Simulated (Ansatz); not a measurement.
SrMg6Si under changes of volume

One of the cells (25.104 Å³/atom); the others are scaled copies at fixed shape and fractional positions:

```
Sr Si Mg
1.0
     4.90902    0.00000    0.00000
     0.00000    3.02556    6.76092
     0.00000   -3.02556    6.76092
Sr Si Mg
1 1 6
Direct
  0.50000 0.69763 0.69763
  0.50000 0.11525 0.11525
  0.00000 0.86279 0.86279
  0.00000 0.29972 0.29972
  0.00000 0.32092 0.83004
  0.00000 0.83004 0.32092
  0.50000 0.19214 0.68150
  0.50000 0.68150 0.19214
```

The cell comes from a database or a generator and needn't be the stable form of this composition.

| Quantity | Value |
| --- | --- |
| Program | Ansatz 0.2.0 |
| Functional | PBE |
| Potentials or basis | Ansatz PAW |
| Cutoff | 420 eV (not typed: the program's choice for these potentials) |
| k mesh | 6 × 5 × 5 |
| Occupations | fermi-dirac, width 0.05 eV |
| Spin | no spin polarisation |

```tsv
volume (Å³/atom)	energy over the lowest point (meV/atom)	pressure (GPa)	largest force (eV/Å)
23.598	?	?	?
24.100	5.34	1.7	0.099
24.602	1.47	0.9	0.091
25.104	0.00	0.1	0.084
25.606	0.70	-0.5	0.078
26.108	3.36	-1.1	0.113
26.610	7.79	-1.7	0.146
```

Problem. What does the run at 23.598 Å³/atom give?

Solution. Energy over the lowest point 11.85 meV/atom; pressure 2.5 GPa; largest force 0.108 eV/Å.

Worked out: A Birch-Murnaghan fit of order 3 (a polynomial in V^(-2/3)) to the other rows has its minimum at 25.19 Å³/atom with B0 = V·E''(V) = 34 GPa and B' = 4.1 at fixed shape and positions, which overstates the stiffness. It gives 11.87 meV/atom at 23.598 Å³/atom, against the run's 11.85, and -dE/dV = 2.5 GPa, against 2.5.

Energies are extrapolated to zero smearing.
